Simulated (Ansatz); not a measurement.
# GeH8OSi2: the cost of one run

Program: Ansatz 0.2.0, Gaussian basis. Level of theory: the settings change from run to run. These are calculated values, not measurements.

## 1. The molecule

The structure was relaxed beforehand with PBE0-D4 in a triple-zeta def2 set.

SMILES `[SiH3]O[SiH2][GeH3]`, 12 atoms, charge 0, spin multiplicity 1.

Atoms are counted from 1 here; the program's logs count them from 0.

Bond lengths: Si1–O2 1.636 Å, Si1–H5 1.487 Å, Si1–H6 1.483 Å, Si1–H7 1.487 Å, O2–Si3 1.639 Å, Si3–Ge4 2.378 Å, Si3–H8 1.490 Å, Si3–H9 1.490 Å, Ge4–H10 1.538 Å, Ge4–H11 1.538 Å, Ge4–H12 1.539 Å. Angles: O2–Si1–H5 110.1°, O2–Si1–H6 108.2°, O2–Si1–H7 110.1°, H5–Si1–H6 109.7°, H5–Si1–H7 109.0°, H6–Si1–H7 109.7°, Si1–O2–Si3 145.8°, O2–Si3–Ge4 108.8°, O2–Si3–H8 109.8°, O2–Si3–H9 109.8°, Ge4–Si3–H8 110.3°, Ge4–Si3–H9 110.3°, H8–Si3–H9 107.9°, Si3–Ge4–H10 110.9°, Si3–Ge4–H11 110.9°, Si3–Ge4–H12 110.0°, H10–Ge4–H11 108.4°, H10–Ge4–H12 108.3° and more.

Coordinates:

```tsv
atom	x (Å)	y (Å)	z (Å)
Si1	0.1373	2.4816	0.2749
O2	0.1321	0.8537	0.1139
Si3	-0.7824	-0.4772	-0.1657
Ge4	0.6270	-2.3920	-0.1433
H5	-0.7258	2.8857	1.4157
H6	1.5323	2.9165	0.5254
H7	-0.3711	3.1204	-0.9674
H8	-1.8335	-0.5962	0.8832
H9	-1.4648	-0.3520	-1.4840
H10	1.7074	-2.2910	-1.2328
H11	1.3240	-2.5448	1.2188
H12	-0.2055	-3.6599	-0.4048
```

## 2. CAM-B3LYP/def2-mTZVPP

Set apart from the defaults: multiplicity 3, finite nuclei, D3(BJ) with three-body dispersion, relativity set to none.

The input, in.yaml:

```yaml
crystal:
  periodic: [false, false, false]
  atoms:
    - {symbol: Si, position_ang: [0.137320, 2.481602, 0.274936]}
    - {symbol: O, position_ang: [0.132081, 0.853743, 0.113943]}
    - {symbol: Si, position_ang: [-0.782416, -0.477172, -0.165703]}
    - {symbol: Ge, position_ang: [0.626973, -2.392025, -0.143331]}
    - {symbol: H, position_ang: [-0.725800, 2.885746, 1.415723]}
    - {symbol: H, position_ang: [1.532313, 2.916461, 0.525423]}
    - {symbol: H, position_ang: [-0.371122, 3.120385, -0.967356]}
    - {symbol: H, position_ang: [-1.833465, -0.596172, 0.883207]}
    - {symbol: H, position_ang: [-1.464828, -0.351983, -1.483952]}
    - {symbol: H, position_ang: [1.707447, -2.291028, -1.232838]}
    - {symbol: H, position_ang: [1.324014, -2.544844, 1.218806]}
    - {symbol: H, position_ang: [-0.205517, -3.659913, -0.404760]}
basis:
  gaussian: {orbitals: def2-mTZVPP, nuclear_model: gaussian}
magnetization: {spin_polarized: true, initial_magnetization: 2}
hamiltonian: {xc: {name: CAM-B3LYP}, dispersion: d3bjatm, pseudopotentials: {relativity: none}}
output: {forces: true}
```

Command:

```sh
ansatz run in.yaml --threads 4 --pin off --events-out ev --progress --plain --max-ram 10444MiB
```

Q: Estimate wall time and peak memory on 4 threads of Intel Xeon Platinum 8259CL at 2.50GHz, shared host.

About 12 s, with a peak of 0.8 GiB.
